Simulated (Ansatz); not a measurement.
From input file to script: Ti₃Cd, space group Pm-3m in Ansatz 0.2.0.

```yaml
crystal:
  lattice:
    - [4.151009, 0.0, 0.0]
    - [0.0, 4.151009, 0.0]
    - [0.0, 0.0, 4.151009]
  atoms:
    - { symbol: Ti, position: [0.0, 0.5, 0.5] }
    - { symbol: Ti, position: [0.5, 0.0, 0.5] }
    - { symbol: Ti, position: [0.5, 0.5, 0.0] }
    - { symbol: Cd, position: [0.0, 0.0, 0.0] }
kpoints:
  mp_grid: { grid: [7, 7, 7] }
hamiltonian:
  xc: r2scan
  pseudopotentials: { kind: paw }
scf:
  occupations: { method: cold, width: 0.05 }
output:
  populations: true
```

On the command line:
```console
$ ansatz run input.yaml --threads 1 --pin off --max-ram 3072MiB --backend cpu --events-out ev --progress --plain --runs-dir out
Engine: ansatz 0.2.0, aarch64-unknown-linux-gnu
Pseudopotentials: kind: paw
Pseudopotential: Ti, paw, valence charge 12, recommended cutoff 500 eV (meta_gga), Ti.paw.azcp
Pseudopotential: Cd, paw, valence charge 20, recommended cutoff 500 eV (meta_gga), Cd.paw.azcp
Functional definition: r2SCAN
  parameter k0 = 0.174
  parameter k1 = 0.065
  parameter a1 = 4.9479
  exchange = r2scan_x(k0 = k0, k1 = k1, a1 = a1)
  correlation = r2scan_c
Crystal: 4 atoms, lattice volume = 71.526 Å³
Basis set: ecut = 500 eV, 1839 PW (Γ), exchange–correlation on 128×128×128 points (64 copies of the dense FFT grid, shifted against one another)
Bands: 34, of which v1, the nominal top of the filled ones, is band 28 counted from 1 (27 counted from 0)
Symmetry: 48 space group operations
Space group: Pm-3m (ITA 221), of the structure as read, at distance tolerance 4.2e-5 Å
k-points: 20 of 343
Non-local potential: Ti, projectors of the file, l = 0: 3, l = 1: 2, l = 2: 3, l = 3: 1
Non-local potential: Cd, projectors of the file, l = 0: 3, l = 1: 2, l = 2: 2, l = 3: 1
PAW form: soft (Blöchl's): semilocal exchange-correlation on the pseudo side does not see the compensation charge
PAW frozen core: Ti, regenerated for the run's functional (the file was generated under x = pbe(κ = 0.804, μ = 0.2195149727645171), c = pbe(β = 0.06672455060314922))
PAW frozen core: Cd, regenerated for the run's functional (the file was generated under x = pbe(κ = 0.804, μ = 0.2195149727645171), c = pbe(β = 0.06672455060314922))
PAW one-centre angular grid: Ti, 590 points (default); XC on 160 Gauss nodes
PAW one-centre angular grid: Cd, 590 points (default); XC on 160 Gauss nodes
Initial density: superposition of atomic densities (neutral atoms: chi_scale 0, normalization atom), corrected by the library's trained network
Initial wavefunctions: pseudopotential atomic-orbital guess
Functional: x = r2scan, c = r2scan; τ floored in thin density (d = 2e-4 eV/Å³)
SCF iter   1: F=—  HF=-15781.119311 eV  |F-HF|=—  |Δ(HF+E_count)|=         —  Δρ=1.64e-2  dr2=2.03e-1  dr2_τ=3.06e-2  ethr=1.77e-3  ⟨swp⟩=3.5  Hψ=2102  notcnv=0
preconditioner: auto → Resta (q_TF=auto, 2.619 Å⁻¹)  ε∞=12.5  [insulator: Δε(μ)=0.057 eV  Ē_g=6.329 eV  σ=0.050 eV  W_gap=0.72  n_scr=18 (ndim 8)  ℏωp=21.5 eV  f_vac=0.000  D(μ)=4.42/eV (n_scr^D=32)  ε∞_Penn≈12.5]
SCF iter   2: F=—  HF=-15781.147620 eV  |F-HF|=—  |Δ(HF+E_count)|=   2.83e-2  S|Δr|=    0.00e0  Δρ=4.62e-3  dr2=1.32e-2  dr2_τ=2.15e-3  ethr=3.63e-4  ⟨swp⟩=2.8  Hψ=1328  notcnv=0  defer=28
preconditioner: auto → Kerker (q_TF=auto, 2.619 Å⁻¹)  [metal: Δε(μ)=0.018 eV  Ē_g=6.142 eV  σ=0.050 eV  W_gap=0.21  n_scr=18 (ndim 8)  ℏωp=21.5 eV  f_vac=0.000  D(μ)=6.13/eV (n_scr^D=80)]
SCF iter   3: F=—  HF=-15781.148300 eV  |F-HF|=—  |Δ(HF+E_count)|=   6.80e-4  S|Δr|=    0.00e0  Δρ=2.17e-3  dr2=1.98e-3  dr2_τ=2.61e-4  ethr=2.35e-5  ⟨swp⟩=2.0  Hψ=866  notcnv=0  defer=28
SCF iter   4: F=—  HF=-15781.149710 eV  |F-HF|=—  |Δ(HF+E_count)|=   1.41e-3  S|Δr|=    0.00e0  Δρ=3.98e-4  dr2=8.92e-5  dr2_τ=4.22e-6  ethr=3.53e-6  ⟨swp⟩=3.1  Hψ=1226  notcnv=0  defer=28
SCF iter   5: F=—  HF=-15781.149746 eV  |F-HF|=—  |Δ(HF+E_count)|=   3.67e-5  S|Δr|=    0.00e0  Δρ=7.68e-5  dr2=3.66e-6  dr2_τ=3.15e-7  ethr=1.59e-7  ⟨swp⟩=3.0  Hψ=1184  notcnv=0  defer=28
SCF iter   6: F=—  HF=-15781.149748 eV  |F-HF|=—  |Δ(HF+E_count)|=   2.06e-6  S|Δr|=    0.00e0  Δρ=1.67e-5  dr2=2.43e-7  dr2_τ=4.45e-9  ethr=6.54e-9  ⟨swp⟩=2.0  Hψ=873  notcnv=0  defer=28
SCF iter   7: F=-15781.149748 eV  HF=-15781.149748 eV  |F-HF|=2.07e-8  |Δ(HF+E_count)|=   3.33e-8  S|Δr|=    0.00e0  Δρ=6.39e-6  dr2=3.42e-8  dr2_τ=1.20e-9  ethr=1.79e-10  ⟨swp⟩=7.6  Hψ=1762  notcnv=0
SCF 1 converged in 7 iterations: F = -15781.149748 eV  dr2 = 3.42e-8
  greatest PAW one-centre occupation: 1.001 electrons in one spin orbital (limit 2), on the Cd atom at site 3 (counted from 0), in its partial waves of l = 0
SCF converged after 7 iterations
Stability not checked: this state was not tested for a lower state beside it, because cold or Methfessel-Paxton smearing, or corrected tetrahedra, fill the levels in a way that the test cannot read (fill_not_monotonic; see scf.lower_state_search)
Free energy (F): -15781.149748 eV
Harris-Foulkes:  -15781.149748 eV  (|F-HF|=2.07e-8)
Internal energy: -15781.150419 eV  (E = F + TS)
E sigma→0 (E₀):  -15781.149972 eV
Entropy (-TS):   0.000670 eV (0.168 meV/atom)
Fermi energy:    13.975151 eV
--- Per-component energies (eV) ---
  E_band       = -906.089040
  E_kinetic    = 1321.065072
  E_local      = -5439.425619  (includes V_loc(G=0)·N_el)
  E_nonlocal   = 53.988571
  E_hartree    = 2426.684953
  E_xc         = -448.312078
  E_vxc        = -647.225799  (∫ρ·V_xc dr)
  E_paw        = -7271.478601  (= ΣΔE_a)
  E_vpaw       = -1093.406326  (= ΣTr[D̂ρ^β])
  E_aug_tail   = 0.000258  (compensation charges beyond the density's cutoff)
  E_vtau       = 45.557096  (kinetic-family band-sum trace: ∫τ·v_τ [+ j·A + Jᵃ·Aᵃ] dr)
  E_ewald      = -6422.347831
  E_core_change = -1.325142  (= ΣΔE_core)
  E_smearing   = 0.000670  (= −TS)
  E_closure    = 0.000000  (closes the sum)
  Σ components = -15781.149748   (vs F -15781.149748, Δ=0.00e0)
--- Band table (eV; the first three rows and the last of 20) ---
  k-point 0: bands = ["-91.3708", "-51.4748", "-51.4748", "-51.4748", "-45.1622", "-45.0496", "-45.0496", "-20.5106", "-20.5106", "-20.5106", "-20.3025", "-20.3025", "-20.3025", "-20.0487", "-20.0487", "-20.0487", "5.0010", "5.0010", "5.1510", "5.1510", "5.1510", "6.3941", "11.1637", "13.2509", "13.2509", "13.2509", "13.2624", "13.2624", "15.6924", "15.6924", "15.6924", "16.0818", "16.0818", "16.0818"]
  k-point 1: bands = ["-91.3707", "-51.4749", "-51.4748", "-51.4748", "-45.1572", "-45.0544", "-45.0495", "-20.4989", "-20.4989", "-20.4944", "-20.3065", "-20.3065", "-20.3042", "-20.0696", "-20.0568", "-20.0568", "5.0182", "5.0442", "5.1563", "5.1625", "5.1625", "6.6097", "11.2411", "12.8672", "13.2523", "13.2523", "13.2794", "13.4101", "15.1102", "15.1102", "15.4173", "16.0009", "16.5100", "16.5100"]
  k-point 2: bands = ["-91.3707", "-51.4751", "-51.4748", "-51.4748", "-45.1437", "-45.0677", "-45.0494", "-20.4687", "-20.4687", "-20.4508", "-20.3193", "-20.3193", "-20.3082", "-20.1238", "-20.0757", "-20.0757", "5.0568", "5.1386", "5.1684", "5.1889", "5.1889", "7.2451", "11.0290", "12.1983", "13.2077", "13.2077", "13.3493", "13.8171", "14.6960", "14.6960", "15.1492", "15.8156", "16.3540", "16.3540"]
  k-point 19: bands = ["-91.3707", "-51.4751", "-51.4751", "-51.4751", "-45.0900", "-45.0844", "-45.0844", "-20.5451", "-20.5207", "-20.5207", "-20.5191", "-20.1743", "-20.1743", "-20.1708", "-20.0114", "-20.0114", "5.0606", "5.0606", "5.0612", "5.3596", "5.3596", "9.5130", "11.9903", "12.4731", "12.4731", "13.3458", "13.3458", "13.4554", "14.2631", "14.7762", "14.7762", "14.9129", "16.2505", "16.2505"]
--- Löwdin populations: 4 sites ---
  site symbol       q [e]
     0     Ti     11.9854
     1     Ti     11.9854
     2     Ti     11.9854
     3     Cd     19.0090
  spilling = 0.018481 (of n_electrons = 56.000000)
```

`ti3cd.py`
```python
"""SCF run for Ti3Cd."""

from collections import Counter
from pathlib import Path

import ansatz
from pymatgen.core import Structure

lattice = ansatz.Lattice.of(
    [4.151009, 0.0, 0.0],
    [0.0, 4.151009, 0.0],
    [0.0, 0.0, 4.151009],
)
sites = [
    ("Ti", [0.0, 0.5, 0.5]),
    ("Ti", [0.5, 0.0, 0.5]),
    ("Ti", [0.5, 0.5, 0.0]),
    ("Cd", [0.0, 0.0, 0.0]),
]
system = ansatz.Crystal(lattice=lattice)
for symbol, position in sites:
    system = system.atom(symbol, position)

# settings of the run
setup = system.calculation()
setup = setup.pseudopotentials("paw").occupations("Marzari-Vanderbilt", width=0.05)
setup = setup.functional("r2SCAN")
setup = setup.kpoints(7, 7, 7).compute(populations=True)
res = setup.run()
summary = res.report

print(f"free energy      {summary['free_energy_ev']:.5f} eV")
print(f"per atom         {summary['free_energy_ev'] / len(res.lattice.sites):.5f} eV")
print(f"SCF iterations   {summary['n_iterations']}  (converged: {summary['converged']})")

files = Path(res.write_results("tables"))
print((files / "populations.tsv").read_text())

final = Structure(res.lattice.cell_ang, [s.symbol for s in res.lattice.sites], [s.position_frac for s in res.lattice.sites])
# first shell of each atom, within 15 % of its shortest distance
shortest = {}
for site, neighbours in zip(final, final.get_all_neighbors(5.0)):
    for other in neighbours:
        pair = "-".join(sorted((site.specie.symbol, other.specie.symbol)))
        shortest[pair] = min(shortest.get(pair, 9e9), other.nn_distance)
for pair, distance in sorted(shortest.items(), key=lambda item: item[1]):
    print(f"shortest {pair:6s} {distance:.4f} A")
```

```console
$ python ti3cd.py
DeckWarning: basis.ecutwfc = 500 eV, auto-derived from the records' recommended cutoffs: set by Ti (their level for a meta-GGA)
free energy      -15781.14975 eV
per atom         -3945.28744 eV
SCF iterations   7  (converged: True)
# site	symbol	l	j	q
# orbitals = lowdin
# n_electrons = 56.000000
# spilling = 0.018481
0	Ti	0_3S	-	1.943966
0	Ti	0_4S	-	1.006769
0	Ti	1_3P	-	5.991410
0	Ti	2_3D	-	3.043214
1	Ti	0_3S	-	1.943966
1	Ti	0_4S	-	1.006769
1	Ti	1_3P	-	5.991410
1	Ti	2_3D	-	3.043214
2	Ti	0_3S	-	1.943966
2	Ti	0_4S	-	1.006769
2	Ti	1_3P	-	5.991410
2	Ti	2_3D	-	3.043214
3	Cd	0_4S	-	1.990165
3	Cd	0_5S	-	1.129164
3	Cd	1_4P	-	5.996679
3	Cd	2_4D	-	9.892976

shortest Ti-Ti  2.9352 A
shortest Cd-Ti  2.9352 A
shortest Cd-Cd  4.1510 A
```
(Warnings from the package without file and line.)

Total energies depend on the potentials; only differences at equal settings carry meaning. For a metal this k-point mesh is coarse: on a finer one energies can move by several to tens of meV an atom and pressures by half a GPa or more, differences at one mesh by less. This cell is a computed structure, which may not be the phase found in nature. Timing: 7.3 s on 1 thread of Arm Neoverse V1, with other jobs on the host, peak memory 0.53 GiB.

(Lines on the test bed's own set-up are left out of the output.)
